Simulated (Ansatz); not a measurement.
**C4H9F3HfO: up Jacob's ladder to CCSD(T)**

An exercise on one series of results from a longer session: the logs are not shown, and one member is left open.

Program: Ansatz 0.2.0, Gaussian basis. Level of theory: functionals in def2-TZVPP, the program's frozen cores in correlated methods. These are calculated values, not measurements.

The runs, in order: LDA (SPW92), PBE-D4, revPBE-D4, BLYP-D4, r2SCAN-D4, B97M-V, PBE0-D4, B3LYP-D4, r2SCANh-D4, r2SCAN0-D4, HSE06-D4, BHLYP-D4, CAM-B3LYP-D4, LC-ωPBE, ωB97X-V, ωB97M-V, B2PLYP, PBE-QIDH; CCSD(T)/def2-SVP; CCSD(T)/def2-TZVPP; MP2/def2-QZVPP; extrapolation to the limit; RPA on PBE.

**Structure used throughout**

An earlier PBE0-D4 in a triple-zeta def2 set relaxation fixed the geometry. Hf takes the def2 core potential; no spin-orbit term is included.

18 atoms, charge 0, spin multiplicity 1.

Atoms are counted from 1 here; the program's logs count them from 0.

Bond lengths: C1–C2 1.520 Å, C1–H10 1.092 Å, C1–H11 1.092 Å, C1–H12 1.092 Å, C2–C3 1.520 Å, C2–C4 1.520 Å, C2–O5 1.417 Å, C3–H13 1.092 Å, C3–H14 1.092 Å, C3–H15 1.092 Å, C4–H16 1.092 Å, C4–H17 1.092 Å, C4–H18 1.092 Å, O5–Hf6 1.891 Å, Hf6–F7 1.912 Å, Hf6–F8 1.912 Å, Hf6–F9 1.912 Å. Angles: C2–C1–H10 110.4°, C2–C1–H11 110.4°, C2–C1–H12 110.6°, H10–C1–H11 108.6°, H10–C1–H12 108.4°, H11–C1–H12 108.3°, C1–C2–C3 111.0°, C1–C2–C4 111.0°, C1–C2–O5 107.9°, C3–C2–C4 111.0°, C3–C2–O5 107.9°, C4–C2–O5 107.9°, C2–C3–H13 110.4°, C2–C3–H14 110.6°, C2–C3–H15 110.4°, H13–C3–H14 108.3°, H13–C3–H15 108.6°, H14–C3–H15 108.4° and more.

Set-up of the first run:

Contents of in.yaml:

```yaml
crystal:
  periodic: [false, false, false]
  atoms:
    - {symbol: C, position_ang: [-1.632460, -0.061330, 0.683975]}
    - {symbol: C, position_ang: [-0.195670, -0.402801, 0.322330]}
    - {symbol: C, position_ang: [0.676804, -0.473533, 1.565517]}
    - {symbol: C, position_ang: [-0.126344, -1.700905, -0.466236]}
    - {symbol: O, position_ang: [0.304649, 0.635576, -0.502686]}
    - {symbol: Hf, position_ang: [0.970404, 2.023372, -1.601440]}
    - {symbol: F, position_ang: [0.737486, 3.703072, -0.718610]}
    - {symbol: F, position_ang: [2.829829, 1.733575, -1.938539]}
    - {symbol: F, position_ang: [0.017273, 2.037470, -3.258662]}
    - {symbol: H, position_ang: [-1.674959, 0.890454, 1.217681]}
    - {symbol: H, position_ang: [-2.243916, 0.017006, -0.217470]}
    - {symbol: H, position_ang: [-2.061913, -0.834500, 1.324512]}
    - {symbol: H, position_ang: [0.644252, 0.473575, 2.108236]}
    - {symbol: H, position_ang: [0.330525, -1.264750, 2.233770]}
    - {symbol: H, position_ang: [1.713091, -0.683017, 1.292117]}
    - {symbol: H, position_ang: [-0.726905, -1.626916, -1.375292]}
    - {symbol: H, position_ang: [-0.505589, -2.533515, 0.129949]}
    - {symbol: H, position_ang: [0.905643, -1.921331, -0.747352]}
basis:
  gaussian: {orbitals: def2-TZVPP}
hamiltonian: {xc: lda}
output: {orbitals: {seedname: orbitals}}
```

Started as:

```console
$ ansatz run in.yaml --threads 4 --pin off --events-out ev --progress --plain --max-ram 66560MiB --backend cuda --devices 0, --max-vram 37GiB
```

Steps of the session up to this table: LDA; PBE-D4 (GGA); revPBE-D4 (GGA); BLYP-D4 (GGA); r2SCAN-D4 (meta-GGA); B97M-V (meta-GGA); PBE0-D4 (hybrid); B3LYP-D4 (hybrid); r2SCANh-D4 (hybrid); r2SCAN0-D4 (hybrid); HSE06-D4 (hybrid); BHLYP-D4 (hybrid); CAM-B3LYP-D4 (range-separated); LC-ωPBE (range-separated); ωB97X-V (range-separated); ωB97M-V (range-separated); B2PLYP (double hybrid); PBE-QIDH (double hybrid).

One of the session's tables, all rows but one given; the rest of the session is left out.

It belongs to the step «Frontier levels by functional». 

| functional | HOMO (eV) | gap (eV) |
| --- | --- | --- |
| LDA (SPW92) | -7.54 | 6.13 |
| PBE-D4 | -7.32 | 6.19 |
| revPBE-D4 | -7.23 | 6.25 |
| BLYP-D4 | -7.23 | 6.10 |
| r2SCAN-D4 | -7.63 | 7.00 |
| B97M-V | ? | ? |
| PBE0-D4 | -8.82 | 8.40 |
| B3LYP-D4 | -8.60 | 7.86 |
| r2SCANh-D4 | -8.19 | 7.77 |
| r2SCAN0-D4 | -9.03 | 8.91 |
| HSE06-D4 | -8.41 | 7.64 |
| BHLYP-D4 | -10.25 | 10.32 |
| CAM-B3LYP-D4 | -10.27 | 10.49 |
| LC-ωPBE | -11.57 | 13.03 |
| ωB97X-V | -11.25 | 12.46 |
| ωB97M-V | -11.18 | 11.93 |

Q: Estimate the row for B97M-V from the others.

**Answer.** HOMO (eV): -7.76; gap (eV): 6.66. In the column «HOMO (eV)» it lies between r2SCANh-D4 (-8.19) and r2SCAN-D4 (-7.63).
